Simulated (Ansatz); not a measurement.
# AlGa2H (singlet): wave-function methods side by side, cc-pVDZ

An exercise on one series of results from a longer session: the logs are not shown, and one member is left open.

The runs use Ansatz 0.2.0, Gaussian basis; cc-pVDZ, core rule «outside noble gas», up to 33 orbitals frozen.

The runs, in order: UHF; CCSD(T) on RHF; BCCD(T) on RHF; CISD; CCSDT(Q) on RHF; CCSDT(Q) on UHF; CCSDTQ on RHF.

5 further runs of the same task are left out: 1 that didn't finish, 4 set aside as unsound or not needed. Runs told in other sessions of the task aren't counted.

### The system

The geometry is a PBE0/def2-TZVP stationary point (not a proven minimum). No spin-orbit coupling is included. The filled d shell of Ga may be among the frozen orbitals whatever the setting's name suggests.

4 atoms, charge 0, spin multiplicity 1.

Atoms are counted from 1 here; the program's logs count them from 0.

Bond lengths: Al1–Ga2 2.695 Å, Ga2–Ga3 2.699 Å, Ga2–H4 1.624 Å. Angles: Al1–Ga2–Ga3 147.2°, Al1–Ga2–H4 107.8°, Ga3–Ga2–H4 105.0°.

Set-up of the first run:

in.yaml reads:

```yaml
crystal:
  periodic: [false, false, false]
  atoms:
    - {symbol: Al, position_ang: [0.000000, -0.535111, 3.219919]}
    - {symbol: Ga, position_ang: [0.000000, 0.387846, 0.687685]}
    - {symbol: Ga, position_ang: [0.000000, -0.209841, -1.944581]}
    - {symbol: H, position_ang: [0.000000, 2.011092, 0.750236]}
basis:
  gaussian: {orbitals: cc-pVDZ}
magnetization: {spin_polarized: true, initial_magnetization: 0}
hamiltonian: {xc: hf}
output: {orbitals: {seedname: orbitals}}
```

Command:

```sh
$ ansatz run in.yaml --threads 1 --pin off --events-out ev --progress --plain --max-ram 4096MiB --backend cpu
```

Steps of the session up to this table: UHF; CCSD(T) on RHF; BCCD(T) on RHF; CISD; CCSDT(Q) on RHF; CCSDT(Q) on UHF; CCSDTQ on RHF.

One table of the session follows, with a row left open; its other results are not shown here.

It belongs to the step «Misses and costs». 

| method | from RCCSDTQ (meV) |
| --- | --- |
| RHF | +5353.7 |
| RMP2 | +1530.6 |
| CISD | +832.8 |
| RCCSD | ? |
| RCCSD(T) | +62.5 |
| BCCD(T) | +61.2 |
| RCCSDT | +17.3 |
| RCCSDT(Q) | +2.8 |
| RCCSDTQ | 0 |

Estimate the missing values for RCCSD.

**Answer.** from RCCSDTQ (meV): +227.6. In the column «from RCCSDTQ (meV)» it lies between RCCSD(T) (+62.5) and CISD (+832.8).
